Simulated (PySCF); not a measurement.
# PtSF₂: from HF to coupled cluster

How much do the numbers for PtSF₂ (singlet) hang on the method? All levels run at one geometry, the PBE0 minimum.

Program: PySCF 2.14.0. Level of theory: several methods, basis Pt def2-SVP with ECP60, S def2-SVP, F def2-SVP, scalar-relativistic core potentials, no spin–orbit coupling, density fitting. These are calculated values, not measurements.

### 1 The starting structure

4 atoms, charge 0, spin multiplicity 1.

Bond lengths: Pt1–S2 2.078 Å, Pt1–F3 1.868 Å, Pt1–F4 1.868 Å. Angles: S2–Pt1–F3 107.9°, S2–Pt1–F4 107.9°, F3–Pt1–F4 144.2°.

```xyz
4
charge 0 multiplicity 1
Pt    0.0851    0.1474    0.0000
S    -0.9538   -1.6520    0.0000
F     1.9112   -0.2449    0.0000
F    -1.1676    1.5327    0.0000
```

### 2 PBE0

One driver script runs all steps and calls PySCF; scf.py shows the equivalent input of each level. Each SCF starts from the density of the minimum. The driver also runs the species with one electron less or more at the same geometry (one less: multiplicity 2, one more: multiplicity 2); their logs are not shown.

scf.py

```python
from pyscf import gto, scf, dft
mol = gto.M(atom='''
Pt     0.085113     0.147412    -0.000000
S     -0.953833    -1.651999     0.000000
F      1.911171    -0.244894     0.000000
F     -1.167599     1.532729    -0.000000''',
    basis={'Pt': 'def2-SVP', 'S': 'def2-SVP', 'F': 'def2-SVP'},
    ecp={'Pt': 'def2-SVP'},
    charge=0, spin=0)
mf = dft.RKS(mol, xc='PBE0')
mf.grids.atom_grid = (99, 590)
aux = {'Pt': 'def2-universal-JKFIT', 'S': 'def2-universal-JKFIT', 'F': 'def2-universal-JKFIT'}
mf = mf.density_fit(auxbasis=aux)
mf.kernel()
```

### 3 HF

Edit scf.py of step 2 so:

```diff
@@ -10,2 +10 @@
-mf = dft.RKS(mol, xc='PBE0')
-mf.grids.atom_grid = (99, 590)
+mf = scf.RHF(mol)
```

### 4 MP2

Edit scf.py of step 3 so:

```diff
@@ -13,0 +14,2 @@
+from pyscf.mp import dfmp2
+dfmp2.DFMP2(mf, frozen=7).kernel()  # the driver gives MP2 a fitting basis of its own (RI)
```

### 5 PBE

Edit scf.py of step 4 so:

```diff
@@ -10 +10,2 @@
-mf = scf.RHF(mol)
+mf = dft.RKS(mol, xc='PBE')
+mf.grids.atom_grid = (99, 590)
@@ -14,2 +14,0 @@
-from pyscf.mp import dfmp2
-dfmp2.DFMP2(mf, frozen=7).kernel()  # the driver gives MP2 a fitting basis of its own (RI)
```

### 6 CCSD(T)

Edit scf.py of step 5 so:

```diff
@@ -10,2 +10 @@
-mf = dft.RKS(mol, xc='PBE')
-mf.grids.atom_grid = (99, 590)
+mf = scf.RHF(mol)
@@ -14,0 +14,3 @@
+from pyscf import cc
+mycc = cc.CCSD(mf, frozen=7).run()
+mycc.ccsd_t()
```

### 7 r2SCAN

Edit scf.py of step 6 so:

```diff
@@ -10 +10,2 @@
-mf = scf.RHF(mol)
+mf = dft.RKS(mol, xc='R2SCAN')
+mf.grids.atom_grid = (99, 590)
@@ -14,3 +14,0 @@
-from pyscf import cc
-mycc = cc.CCSD(mf, frozen=7).run()
-mycc.ccsd_t()
```

### 8 B3LYP

Edit scf.py of step 7 so:

```diff
@@ -10 +10 @@
-mf = dft.RKS(mol, xc='R2SCAN')
+mf = dft.RKS(mol, xc='B3LYP')
```

(Steps that only read results are left out.)

What does the calculation give? Wanted: atomisation energy, range; vertical ionisation energy, CCSD(T); vertical electron affinity, range; orbital gap, range; T1, D1; T1, D1 of the cation.

**Answer**, as computed:

```
                           quantity                         value
          atomisation energy, range  211 (HF) to 954 (PBE) kJ/mol
vertical ionisation energy, CCSD(T)                       9.76 eV
  vertical electron affinity, range   2.25 (MP2) to 4.29 (PBE) eV
                 orbital gap, range   -1.55 (PBE) to 8.69 (HF) eV
                             T1, D1                  0.039, 0.174
               T1, D1 of the cation                  0.055, 0.319
```

What this shows: The atomisation energy spreads over 743 kJ/mol, from HF to PBE; without a CCSD(T) value for it there is no yardstick here. For the vertical ionisation energy, r2SCAN comes nearest to CCSD(T) (-0.01 eV) and PBE is farthest (-1.76 eV). In so small a basis CCSD(T) is itself short of its limit. r2SCAN costs 26 s against 2.7 min for CCSD(T), a factor of about 6, and lands within 0.01 eV. PBE's −ε(HOMO), 5.4 eV, falls 4.3 eV short of the ionisation energy, while its energy difference gives 8.0 eV. A negative gap means that an empty level lies below a filled one. T1 of the cation is large, so the CCSD(T) value that rests on it is in doubt and small misses rank nothing. Spin contamination is strong in at least one of the open-shell species at HF, MP2, CCSD(T). Without diffuse functions electron affinities tend to come out too low. The closed shell proved unstable towards spin polarisation, so a lower open-shell solution exists. Spin–orbit coupling, left out here, can matter for elements this heavy.
